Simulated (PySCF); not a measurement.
Crystal: SAlClBrH, in a box.

```xyz
5
Lattice="12.0000 0.0000 0.0000 0.0000 13.0000 0.0000 0.0000 0.0000 12.0000" Properties=species:S:1:pos:R:3 pbc="T T T"
S     5.8546    8.0695    6.4463
Al    5.9798    5.9294    6.1927
Cl    7.2653    4.8564    7.4221
Br    4.7606    4.8669    4.6460
H     4.9466    8.1856    5.4604
```

Base run:

```yaml
Program: PySCF 2.14.0
Functional: PBE
Potentials_or_basis: 6-31g* (all-electron)
k_mesh: 1 × 1 × 1
Occupations: fixed
Spin: no spin polarisation
```

Its results: gap between the frontier levels 4.95 eV.

Task: The run is repeated on the same cell with these changes: functional from PBE to HCTH407. What comes out?

Result: Gap between the frontier levels 5.06 eV.

Caveats: this is a molecule in a periodic box at the Γ point, so its band gap is the HOMO-LUMO gap; relativity is left out, which matters for the heavier elements; the basis of atomic orbitals isn't converged, which shifts pressures, moduli and gaps.

A k mesh can miss the band edges.

Not every run made on this cell is shown here.
